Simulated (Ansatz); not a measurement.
# CO: the cost of one run

Computed with Ansatz 0.2.0 (DFT PBE, scalar-relativistic, plane waves, PAW, unless a step's input says otherwise).

5 further runs of the same task are left out: 5 set aside as unsound or not needed.

### 1 The system as given

Symmetry: Cmcm, No. 63, orthorhombic system. The conventional cell has a = 3.376 Å, b = 8.894 Å, c = 3.361 Å, α = 90.00°, β = 90.00°, γ = 90.00°. C (site symmetry m2m) is surrounded by 7 O at 2.46 to 2.61 Å. Around O (site symmetry m2m) lie 2 O at 2.17 Å and 5 C at 2.46 Å.

As a file:

```cif
data_structure
_symmetry_space_group_name_H-M 'Cmcm'
_symmetry_Int_Tables_number 63
_cell_length_a 3.3756
_cell_length_b 8.8937
_cell_length_c 3.3613
_cell_angle_alpha 90.000
_cell_angle_beta 90.000
_cell_angle_gamma 90.000
_cell_volume 100.91
loop_
_atom_site_label
_atom_site_type_symbol
_atom_site_symmetry_multiplicity
_atom_site_Wyckoff_symbol
_atom_site_fract_x
_atom_site_fract_y
_atom_site_fract_z
_atom_site_occupancy
C1 C 4 c 0.50000 0.14560 0.25000 1
O1 O 4 c 0.50000 0.42240 0.25000 1
```

This is candidate A: ZrSi type (Cmcm, No. 63).

(A quick probe on a coarse mesh, which set the mesh and smearing, is not shown.)

### 3 Rough relaxation on the coarse mesh (candidate A)

input.yaml reads:

```yaml
crystal:
  lattice:
    - [1.6878013665, -4.4468454174, 0.0]
    - [1.6878013665, 4.4468454174, 0.0]
    - [0.0, 0.0, 3.3612537309]
  atoms:
    - { symbol: C, position: [0.3544, 0.6456, 0.75] }
    - { symbol: C, position: [0.6456, 0.3544, 0.25] }
    - { symbol: O, position: [0.0776, 0.9224, 0.75] }
    - { symbol: O, position: [0.9224, 0.0776, 0.25] }
basis:
  ecutwfc: 420
kpoints:
  mp_grid: { grid: [6, 6, 6] }
hamiltonian:
  xc: pbe
scf:
  occupations: { method: gaussian, width: 0.1 }
  lower_state_search: "off"
output:
  forces: true
  stress: true
  eigenvalues: true
relax:
  adjacent_minimum: "off"
  f_tol: 0.04
  max_steps: 70
  cell: { stress_tol: 0.4 }
```

The run is started by

```sh
$ ansatz run input.yaml --threads 1 --pin off --max-ram 2560MiB --backend cpu --events-out ev --progress --plain --runs-dir out
```

What time and memory should one allow on 1 thread of Arm Neoverse V1, shared host?

About 3.1 min, with a peak of 0.41 GiB.
